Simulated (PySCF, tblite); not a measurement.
**CH₃F₃Si, a small molecule taken as a stand-in for a surface group (silyl): NMR shifts, core binding energies and electronic excitations**

Aim: the NMR shifts, core binding energies and electronic excitations of `FC(F)(F)[SiH3]`.

Programs: tblite 0.8.0 and PySCF 2.14.0. All values are calculated, for the isolated system unless a continuum is named. Atoms count from 0, parts from 1.

### 1 The system as given

8 atoms, charge 0, multiplicity 1; geometry: distance geometry start.

### 2 Relaxing the cluster with GFN2-xTB

What the job is given:

```
{"job": {"kind": "relax", "xc": "GFN2-xTB", "basis": "xTB"}, "charge": 0, "multiplicity": 1}
Si    -0.818741    -1.785955     0.456341
C     -0.653313    -0.290450    -0.578789
F     -0.648873     0.753568     0.167497
F      0.485795    -0.334750    -1.250985
F     -1.636264    -0.235629    -1.449735
H     -1.289407    -1.417160     1.761651
H      0.435995    -2.445082     0.566828
H     -1.733878    -2.673442    -0.132152
```

Level: GFN2-xTB geometry optimisation, gas phase.

On the command line:

```console
$ OMP_NUM_THREADS=1 python cluster_run.py task.json out
```

This one command runs all jobs of the session in turn.

Output:

```text
step      E/eV     max force
  0    -532.84280    2.978
  1    -533.10870    1.725
  2    -533.23880    0.703
  3    -533.29245    0.594
  4    -533.30944    0.346
  5    -533.31377    0.109
  6    -533.31475    0.070
  7    -533.31501    0.049
  8    -533.31518    0.041
  9    -533.31541    0.065
 10    -533.31562    0.058
 11    -533.31577    0.033
 12    -533.31584    0.024
 13    -533.31587    0.013
 14    -533.31589    0.014
 15    -533.31592    0.021
 16    -533.31597    0.035
 17    -533.31603    0.039
 18    -533.31609    0.026
 19    -533.31613    0.023
 20    -533.31617    0.022
 21    -533.31624    0.037
 22    -533.31638    0.062
 23    -533.31670    0.087
 24    -533.31732    0.114
 25    -533.31819    0.197
 26    -533.31964    0.207
 27    -533.32289    0.212
 28    -533.32437    0.270
 29    -533.32716    0.210
 30    -533.32918    0.177
 31    -533.32995    0.077
 32    -533.33087    0.103
 33    -533.33171    0.152
 34    -533.33302    0.136
 35    -533.33486    0.067
 36    -533.33574    0.038
 37    -533.33577    0.119
 38    -533.33644    0.072
 39    -533.33659    0.027
 40    -533.33664    0.023
 41    -533.33681    0.025
 42    -533.33699    0.037
 43    -533.33728    0.039
 44    -533.33744    0.024
 45    -533.33750    0.018
 46    -533.33753    0.015
 47    -533.33756    0.016
 48    -533.33760    0.016
 49    -533.33762    0.009
 50    -533.33763    0.004
```

Run time: 0.73 s. Hardware: 1 thread of Arm Neoverse N1, shared host.

Relaxation path:

| step | energy from step 0 (eV) | largest force (eV/Å) |
| --- | --- | --- |
| 0 | 0.0000 | 2.9774 |
| 2 | -0.3960 | 0.7026 |
| 4 | -0.4666 | 0.3457 |
| 6 | -0.4719 | 0.0695 |
| 8 | -0.4724 | 0.0408 |
| 10 | -0.4728 | 0.0580 |
| 12 | -0.4730 | 0.0239 |
| 14 | -0.4731 | 0.0134 |
| 16 | -0.4732 | 0.0344 |
| 18 | -0.4733 | 0.0264 |
| 20 | -0.4734 | 0.0220 |
| 22 | -0.4736 | 0.0628 |
| 24 | -0.4745 | 0.1142 |
| 26 | -0.4768 | 0.2067 |
| 28 | -0.4816 | 0.2695 |
| 30 | -0.4864 | 0.1770 |
| 32 | -0.4881 | 0.1029 |
| 34 | -0.4902 | 0.1362 |
| 36 | -0.4929 | 0.0381 |
| 38 | -0.4936 | 0.0722 |
| 40 | -0.4938 | 0.0230 |
| 42 | -0.4942 | 0.0372 |
| 44 | -0.4946 | 0.0249 |
| 46 | -0.4947 | 0.0142 |
| 48 | -0.4948 | 0.0159 |
| 50 | -0.4948 | 0.0044 |

Distances of close pairs at the start and the end, largest changes first:

| bond | before (Å) | after (Å) | change (Å) |
| --- | --- | --- | --- |
| Si0–C1 | 1.826 | 1.948 | +0.122 |
| C1–F2 | 1.283 | 1.348 | +0.065 |
| Si0–H7 | 1.404 | 1.458 | +0.054 |
| Si0–H6 | 1.422 | 1.458 | +0.037 |
| C1–F4 | 1.314 | 1.349 | +0.034 |
| C1–F3 | 1.323 | 1.349 | +0.025 |
| Si0–H5 | 1.436 | 1.458 | +0.022 |

### 3 Optimising the geometry at PBE0-D3(BJ)/def2-SVP

What the job is given:

```
{"job": {"xc": "PBE0", "basis": "def2-SVP", "d3": "d3bj", "grid": 2, "kind": "geom", "shake": 0.01}, "charge": 0, "multiplicity": 1}
Si    -0.074354    -0.868119     0.594528
C      0.077504     0.742049    -0.524430
F      0.581430     1.793382     0.139110
F      0.922014     0.550717    -1.588958
F     -1.099409     1.161511    -1.031939
H     -0.987186    -0.426389     1.668402
H      1.276109    -1.141411     1.021016
H     -0.650030    -1.840292    -0.305629
```

Output:

```text
step   0  E = -628.11813434  max force = 0.034038
step   1  E = -628.12122551  max force = 0.005139
step   2  E = -628.12221810  max force = 0.003436
step   3  E = -628.12274037  max force = 0.003126
step   4  E = -628.12279533  max force = 0.002205
step   5  E = -628.12280706  max force = 0.000567
step   6  E = -628.12280886  max force = 0.000191
optimisation converged
```

It took 39 s on 1 thread of Arm Neoverse N1, shared host; peak memory 0.46 GiB.

Step by step:

```csv
step,energy from step 0 (eV),largest force component (eV/Å)
0,0.0000,1.7503
1,-0.0841,0.2643
2,-0.1111,0.1767
3,-0.1253,0.1607
4,-0.1268,0.1134
5,-0.1272,0.0292
6,-0.1272,0.0098
```

Close pairs (by a distance rule), those that changed most:

| bond | before (Å) | after (Å) | change (Å) |
| --- | --- | --- | --- |
| Si0–H6 | 1.442 | 1.488 | +0.046 |
| Si0–H7 | 1.445 | 1.488 | +0.043 |
| Si0–C1 | 1.967 | 1.933 | -0.034 |
| C1–F3 | 1.372 | 1.341 | -0.032 |
| Si0–H5 | 1.477 | 1.488 | +0.011 |
| C1–F4 | 1.349 | 1.341 | -0.008 |
| C1–F2 | 1.341 | 1.341 | -0.001 |

The next job starts from the end point, and lists it.

```csv
at the end point,value
point group (found at 0.08 Å tolerance),C3v
"rotational constants (GHz, main isotopes)","5.340, 2.940, 2.939"
dipole moment (D),1.94
```

### 4 NMR shieldings: PBE0/pcSseg-2

What the job is given:

```
{"job": {"kind": "nmr", "xc": "PBE0", "basis": "pcSseg-2"}, "charge": 0, "multiplicity": 1}
Si    -0.324195    -0.690712     0.616196
C      0.325153     0.660736    -0.603547
F      0.952561     1.651800     0.046123
F      1.195521     0.151878    -1.487003
F     -0.674861     1.215255    -1.303921
H     -1.271414    -0.032177     1.555888
H      0.851349    -1.247925     1.338554
H     -1.007352    -1.737734    -0.190568
```

Method: GIAO PBE0/pcSseg-2 NMR shielding, non-relativistic, gas phase.

Output:

```text
coarse grid: 7832 points
cycle   1  E = -628.5222522836  dE =  5.394e-01  |g| = 8.356e-01  |ddm| = 1.934e+00
cycle   2  E = -628.3920476942  dE =  1.302e-01  |g| = 1.273e+00  |ddm| = 7.451e-01
cycle   3  E = -628.6312041405  dE = -2.392e-01  |g| = 3.022e-02  |ddm| = 4.573e-01
cycle   4  E = -628.6313216116  dE = -1.175e-04  |g| = 1.019e-02  |ddm| = 2.012e-02
cycle   5  E = -628.6313335309  dE = -1.192e-05  |g| = 1.817e-03  |ddm| = 5.118e-03
cycle   6  E = -628.6313341378  dE = -6.068e-07  |g| = 6.145e-04  |ddm| = 1.636e-03
final grid: 74064 points
cycle   7  E = -628.6338060871  dE = -7.026e-05  |g| = 4.461e-03  |ddm| = 2.201e-02
cycle   8  E = -628.6338034704  dE =  2.617e-06  |g| = 6.205e-03  |ddm| = 4.118e-03
cycle   9  E = -628.6338092946  dE = -5.824e-06  |g| = 2.660e-04  |ddm| = 2.224e-03
cycle  10  E = -628.6338093021  dE = -7.470e-09  |g| = 9.872e-05  |ddm| = 1.729e-04
cycle  11  E = -628.6338093037  dE = -1.579e-09  |g| = 3.869e-05  |ddm| = 8.384e-05
cycle  12  E = -628.6338093039  dE = -2.627e-10  |g| = 3.885e-06  |ddm| = 2.220e-05
converged SCF energy = -628.6338093039

GIAO shielding tensors (ppm)
atom      isotropic    diamagn.    paramagn.     s11        s22        s33       span
  0 Si     412.616     878.268    -465.652    400.380    400.496    436.971     36.591
  1 C       45.817     241.383    -195.566     44.712     44.774     47.964      3.252
  2 F      242.341     468.411    -226.070    144.723    256.415    325.884    181.162
  3 F      242.487     468.373    -225.886    144.983    256.719    325.759    180.776
  4 F      242.363     468.417    -226.054    144.704    256.451    325.935    181.231
  5 H       27.159      28.511      -1.352     24.349     25.524     31.603      7.253
  6 H       27.158      28.502      -1.344     24.347     25.523     31.603      7.255
  7 H       27.158      28.504      -1.345     24.349     25.521     31.605      7.255
```

It took 34 s on 1 thread of Arm Neoverse N1, shared host; peak memory 0.83 GiB.

The references, computed at this level on geometries of the same kind, shield at (ppm): ¹H TMS 31.25, ¹³C TMS 184.1, ²⁹Si TMS 341.3, ¹⁹F CFCl3 175.8. Their shielding less the atom's gives the shift. The references are single molecules in the gas phase, so shifts against H2O, NH3, PH3, H3PO4 or CFCl3 are not on the usual liquid scales and can be off by tens of ppm. Atoms listed in one row are averaged.

```csv
atoms,environment,σ (ppm),δ (ppm)
C1,"carbon bonded to 3 F, Si",45.8,138.3
"H5, H6, H7",hydrogen on a silicon bonded to C,27.16,4.09
Si0,"silicon bonded to C, 3 H",412.6,-71.3
"F2, F3, F4",fluorine bonded to C,242.4,-66.6
```

The run also stored atomic charges by several schemes (e):

| atoms | Mulliken | IAO | Hirshfeld | ESP fit |
| --- | --- | --- | --- | --- |
| Si0 | 0.54 | 0.58 | 0.31 | 0.17 |
| C1 | 0.48 | 0.57 | 0.16 | 0.36 |
| F2, F3, F4 | -0.23 | -0.29 | -0.10 | -0.16 |

Mayer bond orders: Si0–C1 0.88, C1–F2 1.02, C1–F3 1.02, C1–F4 1.02.

### 5 X-ray photoelectron lines: SCAN, X2C

Settings changed since step 4:

```diff
@@ -1,2 +1,2 @@
-{"job": {"kind": "nmr", "xc": "PBE0", "basis": "pcSseg-2"}, "charge": 0, "multiplicity": 1}
+{"job": {"kind": "xps", "holes": 5}, "charge": 0, "multiplicity": 1}
 Si    -0.324195    -0.690712     0.616196
```

With the program's defaults for keys left out, this is: delta-SCF UKS SCAN, pcX-2 on the ionised atom, pcseg-1 elsewhere, spin-free X2C.

Output:

```text
ground state, core basis on atom 0 (Si), 131 functions
  cycle   1  E = -629.61040600  |g| = 7.17e-01
  cycle   2  E = -629.43510267  |g| = 1.26e+00
  cycle   3  E = -629.69412262  |g| = 3.69e-02
  cycle   4  E = -629.69440266  |g| = 1.07e-02
  cycle   5  E = -629.69442317  |g| = 4.01e-03
  cycle   6  E = -629.69442496  |g| = 1.13e-03
  cycle   7  E = -629.69442588  |g| = 6.16e-04
  cycle   8  E = -629.69442728  |g| = 1.19e-04
  E(ground) = -629.67510811 Eh
hole in Si 2p of atom 0
  cycle   1  E = -625.39730161  |g| = 1.23e+00
  cycle   2  E = -625.36816506  |g| = 1.01e+00
  cycle   3  E = -625.67953433  |g| = 2.83e-01
  cycle   4  E = -625.70655151  |g| = 1.10e-01
  cycle   5  E = -625.70965665  |g| = 3.38e-02
  cycle   6  E = -625.71018775  |g| = 9.48e-03
  cycle   7  E = -625.71022672  |g| = 2.31e-03
  cycle   8  E = -625.71023171  |g| = 6.43e-04
  cycle   9  E = -625.71023043  |g| = 5.00e-04
  cycle  10  E = -625.71023009  |g| = 1.97e-04
  E(ion) = -625.70446946 Eh   <S^2> = 0.7528   hole on atom = 1.002   binding energy = 108.047 eV
  2p3/2 = 107.822 eV   2p1/2 = 108.445 eV
ground state, core basis on atom 1 (C), 120 functions
  cycle   1  E = -629.61450133  |g| = 6.50e-02
  cycle   2  E = -629.61443188  |g| = 4.11e-02
  cycle   3  E = -629.61459839  |g| = 3.16e-02
  cycle   4  E = -629.61475944  |g| = 3.79e-03
  cycle   5  E = -629.61476275  |g| = 3.00e-04
  E(ground) = -629.63603801 Eh
hole in C 1s of atom 1
  cycle   1  E = -618.13220749  |g| = 1.50e+00
  cycle   2  E = -613.54401951  |g| = 3.27e+00
  cycle   3  E = -618.55084372  |g| = 4.81e-01
  cycle   4  E = -618.61749273  |g| = 4.20e-01
  cycle   5  E = -618.66852615  |g| = 1.06e-01
  cycle   6  E = -618.67224113  |g| = 9.00e-03
  cycle   7  E = -618.67228014  |g| = 6.98e-03
  cycle   8  E = -618.67229618  |g| = 4.61e-03
  cycle   9  E = -618.67230278  |g| = 1.41e-03
  cycle  10  E = -618.67230613  |g| = 4.28e-04
  E(ion) = -618.69635465 Eh   <S^2> = 0.7716   hole on atom = 1.000   binding energy = 297.684 eV
ground state, core basis on atom 2 (F), 120 functions
  cycle   1  E = -629.64619992  |g| = 1.19e-01
  cycle   2  E = -629.64575604  |g| = 6.96e-02
  cycle   3  E = -629.64576448  |g| = 6.90e-02
  cycle   4  E = -629.64640982  |g| = 3.01e-03
  cycle   5  E = -629.64640986  |g| = 1.02e-03
  cycle   6  E = -629.64641096  |g| = 1.49e-04
  E(ground) = -629.67096997 Eh
hole in F 1s of atom 2
  cycle   1  E = -603.25277166  |g| = 2.58e+00
  cycle   2  E = -603.00677963  |g| = 2.25e+00
  cycle   3  E = -604.01616573  |g| = 6.06e-01
  cycle   4  E = -604.07035094  |g| = 4.60e-01
  cycle   5  E = -604.13901643  |g| = 3.49e-02
  cycle   6  E = -604.13942629  |g| = 9.34e-03
  cycle   7  E = -604.13947505  |g| = 1.71e-03
  cycle   8  E = -604.13947686  |g| = 1.05e-03
  cycle   9  E = -604.13947790  |g| = 5.93e-04
  cycle  10  E = -604.13947808  |g| = 9.82e-05
  E(ion) = -604.17090749 Eh   <S^2> = 0.7573   hole on atom = 1.000   binding energy = 693.892 eV
```

Run time: 26 s. Hardware: 1 thread of Arm Neoverse N1, shared host; peak memory 0.45 GiB.

Binding energies by hole, beside the orbital energy of the ground state; the difference holds orbital relaxation and, for a density functional, its self-interaction error:

```csv
hole,stands for,environment,ΔSCF (eV; 2p as the shell's mean),−ε (eV),⟨S²⟩
Si2p on Si0,Si0,"silicon bonded to C, 3 H",108.03,97.0,0.753
C1s on C1,C1,"carbon bonded to 3 F, Si",297.68,280.1,0.772
F1s on F2,"F2, F3, F4",fluorine bonded to C,693.89,667.8,0.757
```

Each hole run stands for the others of its class of like atoms.

With the spin-orbit splitting: Si0 2p3/2 107.82, 2p1/2 108.45 eV. The table gives each 2p level as the mean over the whole 2p shell (two parts 2p3/2, one part 2p1/2), which differs a little from the single hole in the log.

### 6 Ultraviolet spectrum: CAM-B3LYP/def2-SVPD

Settings changed since step 5:

```diff
@@ -1,2 +1,2 @@
-{"job": {"kind": "xps", "holes": 5}, "charge": 0, "multiplicity": 1}
+{"job": {"kind": "uv", "xc": "CAM-B3LYP", "basis": "def2-SVPD", "nstates": 6, "ntriplets": 2, "ip": true}, "charge": 0, "multiplicity": 1}
 Si    -0.324195    -0.690712     0.616196
```

Method: TDDFT CAM-B3LYP/def2-SVPD, vertical, gas phase, core orbitals frozen in the response.

Output:

```text
coarse grid: 7832 points
cycle   1  E = -628.3074988892  dE =  5.303e-01  |g| = 8.383e-01  |ddm| = 2.824e+00
cycle   2  E = -628.2550995458  dE =  5.240e-02  |g| = 1.074e+00  |ddm| = 1.301e+00
cycle   3  E = -628.4381740993  dE = -1.831e-01  |g| = 4.365e-02  |ddm| = 6.989e-01
cycle   4  E = -628.4385252917  dE = -3.512e-04  |g| = 1.777e-02  |ddm| = 7.197e-02
cycle   5  E = -628.4385901056  dE = -6.481e-05  |g| = 3.322e-03  |ddm| = 2.511e-02
cycle   6  E = -628.4385932566  dE = -3.151e-06  |g| = 4.469e-04  |ddm| = 6.716e-03
final grid: 74064 points
cycle   7  E = -628.5180053344  dE = -1.538e-05  |g| = 4.200e-03  |ddm| = 2.478e-02
cycle   8  E = -628.5180044074  dE =  9.269e-07  |g| = 4.956e-03  |ddm| = 5.275e-03
cycle   9  E = -628.5180080076  dE = -3.600e-06  |g| = 1.862e-04  |ddm| = 2.757e-03
cycle  10  E = -628.5180080141  dE = -6.538e-09  |g| = 9.512e-05  |ddm| = 2.839e-04
cycle  11  E = -628.5180080161  dE = -1.972e-09  |g| = 7.515e-06  |ddm| = 9.053e-05
cycle  12  E = -628.5180080161  dE = -1.558e-11  |g| = 6.036e-06  |ddm| = 1.403e-05
converged SCF energy = -628.5180080161

Static polarisability (au): isotropic 43.808, principal 42.428 42.439 46.557

Singlet excitations
state   eV       nm        f      main configurations
  1   9.0265    137.4   0.00099   H-1->L 0.52, H->L+2 0.23, H-1->L+1 0.13
  2   9.0281    137.3   0.00099   H-2->L 0.51, H->L+3 0.23, H-2->L+1 0.13
  3   9.0350    137.2   0.01843   H->L 0.97
  4   9.3589    132.5   0.01007   H->L+2 0.64, H-1->L 0.11
  5   9.3617    132.4   0.01019   H->L+3 0.63, H-2->L 0.11
  6   9.6043    129.1   0.00001   H-1->L+3 0.44, H-2->L+2 0.44

Triplet excitations (Tamm-Dancoff, eV): 8.1580 8.4415
Vertical ionisation energy (delta-SCF) = 12.3179 eV
```

Run time: 79 s. Hardware: 1 thread of Arm Neoverse N1, shared host; peak memory 0.61 GiB.

Frontier orbitals and where they lie:

| orbital | eV | atoms |
| --- | --- | --- |
| HOMO−3 | -13.51 | F2 33 %, F4 33 %, F3 33 % |
| HOMO−2 | -11.96 | Si0 42 %, H6 25 %, H7 24 % |
| HOMO−1 | -11.96 | Si0 42 %, H5 32 %, H7 10 % |
| HOMO | -11.22 | C1 24 %, Si0 23 %, F4 14 % |
| LUMO | 0.92 | Si0 41 %, C1 12 %, H6 11 % |
| LUMO+1 | 1.06 | Si0 58 %, H7 11 %, H6 11 % |
| LUMO+2 | 1.65 | Si0 45 %, H6 12 %, H7 11 % |

With each of the 6 states as a Gaussian band of 0.4 eV half-width at 1/e, the curve within the window shown has maxima at 135 nm (ε 1,400) L/(mol cm). Beyond the last state computed it falls off for lack of states. The curve at chosen wavelengths:

```csv
nm,ε (L/mol/cm)
125,137
126,229
127,354
128,511
129,691
130,879
131,1058
132,1211
133,1322
134,1384
135,1391
136,1346
137,1255
138,1127
139,977
140,815
141,656
142,509
143,381
144,275
145,192
146,129
```

Ground-state properties from the same run:

```
           property  computed
  dipole moment (D)      2.27
polarisability (Å³)      6.49
 HOMO–LUMO gap (eV)     12.14
      −ε(HOMO) (eV)     11.22
```

### 7 Results

```
                                                                 quantity                        value
                                                              point group                          C3v
                                     rotational constants (main isotopes)         5.34, 2.94, 2.94 GHz
                                   ¹³C shifts against TMS (PBE0/pcSseg-2)                    138.3 ppm
   ¹H shifts against TMS (PBE0/pcSseg-2, means over atoms taken as alike)                     4.09 ppm
                                  ²⁹Si shifts against TMS (PBE0/pcSseg-2)                    -71.3 ppm
¹⁹F shifts against CFCl3 (PBE0/pcSseg-2, means over atoms taken as alike)                    -66.6 ppm
                                        Si2p binding energies, SCAN/pcX-2                Si0 108.03 eV
                                         C1s binding energies, SCAN/pcX-2                 C1 297.68 eV
                                         F1s binding energies, SCAN/pcX-2                 F2 693.89 eV
                                     lowest singlet (CAM-B3LYP/def2-SVPD)  9.03 eV (137 nm), f = 0.001
                                 brightest single state of those computed  state 3, 9.04 eV, f = 0.018
                                                           lowest triplet                      8.16 eV
                                        vertical ionisation energy (ΔSCF)                     12.32 eV
```

In words: The optimisation took 6 steps and gained 0.127 eV; among the close pairs (by a distance rule), Si0–H6 changed most, from 1.442 to 1.488 Å (PBE0/def2-SVP). At PBE0/pcSseg-2: The widest tensor belongs to F2, F3, F4: span 181 ppm, with a paramagnetic part of -226 ppm. The first singlet state (HOMO−1→LUMO 0.52, HOMO→LUMO+2 0.23) lies at 9.03 eV and is dark; of the 6 states computed, the strongest absorption comes from state 3 at 9.04 eV. The lowest triplet lies 0.87 eV below the lowest singlet (triplets in Tamm-Dancoff, singlets in full TDDFT). ΔSCF puts the ionisation energy at 12.32 eV, 1.10 eV above −ε(HOMO).
